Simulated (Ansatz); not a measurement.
# CH4SSiTe: vertical spin-state energies, by script

Which spin state of CH4SSiTe lies lowest at this geometry? The task is vertical spin-state energies, for CH4SSiTe.

All numbers are computed with Ansatz 0.2.0, driven from Python. Level of theory: B3LYP+D3(BJ)/def2-SVP.

### Step 1. Starting point

Bond lengths: Si1–C2 1.780 Å, C2–S3 1.403 Å, C2–Te4 2.081 Å, Si1–H5 1.515 Å, Si1–H6 1.509 Å, Si1–H7 1.488 Å, Te4–H8 1.755 Å. Angles: Si1–C2–S3 119.2°, Si1–C2–Te4 121.9°, S3–C2–Te4 118.9°, C2–Si1–H5 110.9°, C2–Si1–H6 111.8°, C2–Si1–H7 112.2°, H5–Si1–H6 106.5°, H5–Si1–H7 107.8°, H6–Si1–H7 107.3°, C2–Te4–H8 88.8°.

The script holds or builds the structure itself.

### Step 2. The code

File run_spin.py:

```python
"""Vertical spin-state energies of CH4SSiTe."""

import warnings

import ansatz as az


def main() -> None:
    warnings.simplefilter("ignore", az.DeckWarning)

    geometry_ang = [
        ("Si", (-0.1227, 1.0315, -0.3468)),
        ("C", (0.662, -0.4614, 0.2212)),
        ("S", (1.7561, -0.3699, 1.0939)),
        ("Te", (0.0341, -2.3415, -0.4113)),
        ("H", (-1.2883, 0.7163, -1.2624)),
        ("H", (-0.6838, 1.8394, 0.7982)),
        ("H", (0.8168, 1.9127, -1.0914)),
        ("H", (-1.082, -2.3843, 0.9429)),
    ]
    system = az.Crystal.molecule()
    for symbol, xyz in geometry_ang:
        system = system.atom(symbol, xyz)

    calculation = (
        system.calculation()
        .basis(gaussian="def2-SVP")
        .functional("b3lyp", dispersion="d3bj")
    )
    found = {}
    for unpaired in [0, 2]:
        r = calculation.spin("collinear", total=unpaired).run(threads=1).report
        s = unpaired / 2
        found[unpaired] = r["free_energy_ev"]
        print(f"2S+1 = {unpaired + 1}: E = {found[unpaired]:.5f} eV, <S^2> = {abs(r['mean_field']['state']['spin_squared']):.3f} (pure state {s * (s + 1):.2f})")
    lowest = min(found, key=found.get)
    for unpaired, e in found.items():
        print(f"multiplicity {unpaired + 1}: {96.485332 * (e - found[lowest]):.1f} kJ/mol above the lowest")


if __name__ == "__main__":
    main()
```

### Step 3. The input behind the calls

The package turns the script's settings into the engine's input (first run):

```yaml
crystal:
  periodic: [false, false, false]
  atoms:
    - { symbol: Si, position_ang: [-0.1227, 1.0315, -0.3468] }
    - { symbol: C, position_ang: [0.662, -0.4614, 0.2212] }
    - { symbol: S, position_ang: [1.7561, -0.3699, 1.0939] }
    - { symbol: Te, position_ang: [0.0341, -2.3415, -0.4113] }
    - { symbol: H, position_ang: [-1.2883, 0.7163, -1.2624] }
    - { symbol: H, position_ang: [-0.6838, 1.8394, 0.7982] }
    - { symbol: H, position_ang: [0.8168, 1.9127, -1.0914] }
    - { symbol: H, position_ang: [-1.082, -2.3843, 0.9429] }
basis:
  gaussian:
    orbitals: def2-SVP
hamiltonian:
  xc: b3lyp
  dispersion: d3bj
magnetization:
  spin_polarized: true
  initial_magnetization: 0.0
```

### Step 4. The run

Started as:

```
python run_spin.py
```

Output:

```text
2S+1 = 1: E = -27102.05689 eV, <S^2> = 0.000 (pure state 0.00)
2S+1 = 3: E = -27100.80900 eV, <S^2> = 2.007 (pure state 2.00)
multiplicity 1: 0.0 kJ/mol above the lowest
multiplicity 3: 120.4 kJ/mol above the lowest
```

Wall time 19 s (1 thread of Arm Neoverse V2, shared host); peak memory 0.36 GiB.

### Step 5. What changed from run to run

The engine's inputs for the other runs:

Run 2, against run 1:

```diff
@@ -20 +20 @@
-  initial_magnetization: 0.0
+  initial_magnetization: 2.0
```

Lines on the test bed's own set-up are left out of the output.

### Step 6. What each run gave

One row for each of the 2 runs:

```
run  2S+1  energy from run 1 (eV)  <S²>  SCF cycles  CPU time (s)
  1     1                  0.0000  0.00          23           8.8
  2     3                  1.2479  2.01          29           9.8
```

### Step 7. Results

```
        quantity             value
   runs compared                 2
          lowest  run 1 (2S+1 = 1)
next above it by          1.248 eV
```

In words: In order: multiplicity 1 (+0.00 eV) and multiplicity 3 (+1.25 eV), all at the one geometry. What to keep in mind:
- The geometry is a force-field or estimated start, not a minimum of this method, and the basis set is short of its limit. All parts are taken at fixed geometry, without zero-point energy.
- def2 sets replace the cores of elements past krypton by effective core potentials.
- b3lyp holds the VWN-RPA fit, as in Gaussian; the form of ORCA and Turbomole is b3lyp5.
- Spin-orbit coupling, which mixes and shifts the spin states of heavy atoms, is left out.
